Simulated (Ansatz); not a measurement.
**ReSb: pressure up to the limit of the methods**

One table from this session's results is given with a row withheld; the runs are named, their logs left out.

Computed with Ansatz 0.2.0 (DFT PBE, with the methods named in each step, unless a step's input says otherwise).

2 further runs of the same task are left out: 2 that didn't finish. Runs told in other sessions of the task aren't counted.

### The system as given

Symmetry: F-43m, No. 216, cubic system. The conventional cell has a = 6.214 Å, b = 6.214 Å, c = 6.214 Å, α = 90.00°, β = 90.00°, γ = 90.00°. Re (site symmetry -43m) has 4 Sb at 2.69 Å in its first shell of neighbours. Around Sb (site symmetry -43m) lie 4 Re at 2.69 Å.

Structure file:

```
Re Sb
1.0
     0.00000    3.10723    3.10723
     3.10723    0.00000    3.10723
     3.10723    3.10723    0.00000
Re Sb
1 1
Direct
  0.00000 0.00000 0.00000
  0.25000 0.25000 0.25000
```

Whether this phase is the stable one at these pressures isn't tested.

Atoms are numbered in the order of the input: Re1, Sb2.

Set-up of the first run:

input.yaml reads:

```yaml
crystal:
  lattice:
    - [0.0, 3.107232506, 3.107232506]
    - [3.107232506, 0.0, 3.107232506]
    - [3.107232506, 3.107232506, 0.0]
  atoms:
    - { symbol: Re, position: [0.0, 0.0, 0.0] }
    - { symbol: Sb, position: [0.25, 0.25, 0.25] }
kpoints:
  mp_grid: { grid: [12, 12, 12] }
scf:
  occupations: { method: fermi_dirac, width: 0.08 }
hamiltonian:
  xc: pbe
  pseudopotentials: { kind: paw }
output:
  forces: true
  stress: true
relax:
  f_tol: 0.005
  max_steps: 40
  cell: {}
```

Run with:

```sh
$ ansatz run input.yaml --threads 1 --pin off --max-ram 2048MiB --backend cpu --events-out ev --progress --plain --runs-dir out
```

Among the steps run: Cell relaxed at zero pressure, PAW; Volume scaled by 1, PAW; Volume scaled by 1, PAW (source ansatz); Volume scaled by 0.92, PAW; Volume scaled by 0.92, PAW (source ansatz); Volume scaled by 0.84, PAW; Volume scaled by 0.76, PAW; Volume scaled by 0.68, PAW; Volume scaled by 0.6, PAW; Volume scaled by 0.52, PAW; Volume scaled by 0.45, PAW; Volume scaled by 0.45, PAW (cutoff 800 eV).

One of the session's tables, all rows but one given; the rest of the session is left out.

```
             method  volume over the first  volume (Å³/atom)  pressure (GPa)
                PAW                      1            27.360            0.00
                PAW                   0.92            25.171            9.90
                PAW                   0.84            22.982           25.28
                PAW                   0.76                 ?               ?
                PAW                   0.68            18.605           87.86
                PAW                    0.6            16.416          151.58
                PAW                   0.52            14.227          261.95
                PAW                   0.45            12.312          432.32
PAW (cutoff 800 eV)                   0.45            12.312          432.09
PAW (source ansatz)                      1            27.360            0.02
PAW (source ansatz)                   0.92            25.171            9.90
```

**Question.** Estimate the row for PAW, 0.76.

**Answer.** volume (Å³/atom): 20.793; pressure (GPa): 49.36. In the column «volume (Å³/atom)» it lies between PAW, 0.68 (18.605) and PAW, 0.84 (22.982).

Limits of these values: At pressures up to 432 GPa the PAW spheres may overlap and frozen cores may not hold, so those PAW values are rough without an all-electron check.
